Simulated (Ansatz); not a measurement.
# CH5BrOSi: basis-set convergence

An exercise on one series of results from a longer session: the logs are not shown, and one member is left open.

The runs use Ansatz 0.2.0, Gaussian basis; one geometry, several basis sets.

The runs, in order: PBE0-D4/def2-SVP; ωB97M-V/def2-SVP; PBE0-D4/def2-QZVPP; ωB97M-V/def2-QZVPP; the functionals' def2-TZVPP values are taken from earlier runs.

## The relaxed structure

The geometry comes from an earlier relaxation with PBE0-D4 in a triple-zeta def2 set; it is a stationary point, not always the lowest conformer.

SMILES `C[SiH](O)Br`, 9 atoms, charge 0, spin multiplicity 1.

Atoms are counted from 1 here; the program's logs count them from 0.

Bond lengths: C1–Si2 1.852 Å, C1–H5 1.092 Å, C1–H6 1.093 Å, C1–H7 1.092 Å, Si2–O3 1.637 Å, Si2–Br4 2.235 Å, Si2–H8 1.477 Å, O3–H9 0.958 Å. Angles: Si2–C1–H5 110.4°, Si2–C1–H6 110.0°, Si2–C1–H7 111.1°, H5–C1–H6 108.6°, H5–C1–H7 108.1°, H6–C1–H7 108.6°, C1–Si2–O3 113.4°, C1–Si2–Br4 107.6°, C1–Si2–H8 112.8°, O3–Si2–Br4 109.6°, O3–Si2–H8 105.6°, Br4–Si2–H8 107.6°, Si2–O3–H9 118.4°.

Set-up of the first run:

in.yaml reads:

```yaml
crystal:
  periodic: [false, false, false]
  atoms:
    - {symbol: C, position_ang: [-0.516114, 1.011283, -0.365252]}
    - {symbol: Si, position_ang: [-0.062848, -0.654108, 0.307463]}
    - {symbol: O, position_ang: [1.369150, -0.668239, 1.099837]}
    - {symbol: Br, position_ang: [0.017011, -2.077661, -1.414097]}
    - {symbol: H, position_ang: [-1.493755, 0.972530, -0.850981]}
    - {symbol: H, position_ang: [-0.558482, 1.742921, 0.446106]}
    - {symbol: H, position_ang: [0.215104, 1.350733, -1.102468]}
    - {symbol: H, position_ang: [-1.054866, -1.172524, 1.270787]}
    - {symbol: H, position_ang: [2.173300, -0.551335, 0.591606]}
basis:
  gaussian: {orbitals: def2-SVP}
hamiltonian: {xc: pbe0, dispersion: d4}
output: {orbitals: {seedname: orbitals}}
```

Launch:

```bash
$ ansatz run in.yaml --threads 4 --pin off --events-out ev --progress --plain --max-ram 10444MiB
```

Among the steps run: PBE0-D4 in def2-SVP; ωB97M-V in def2-SVP; PBE0-D4 in def2-QZVPP; ωB97M-V in def2-QZVPP.

One table of the session follows, with a row left open; its other results are not shown here.

It belongs to the step «Functionals by basis». 

```
functional       basis  HOMO (eV)  LUMO (eV)
   PBE0-D4    def2-SVP      -8.09       1.06
   PBE0-D4  def2-TZVPP      -8.23       0.52
   PBE0-D4  def2-QZVPP      -8.25       0.21
   ωB97M-V    def2-SVP     -10.28       2.84
   ωB97M-V  def2-TZVPP          ?          ?
   ωB97M-V  def2-QZVPP     -10.47       1.46
```

Estimate the missing values for ωB97M-V, def2-TZVPP.

**Answer.** HOMO (eV): -10.45; LUMO (eV): 2.07. In the column «HOMO (eV)» it lies between ωB97M-V, def2-QZVPP (-10.47) and ωB97M-V, def2-SVP (-10.28).
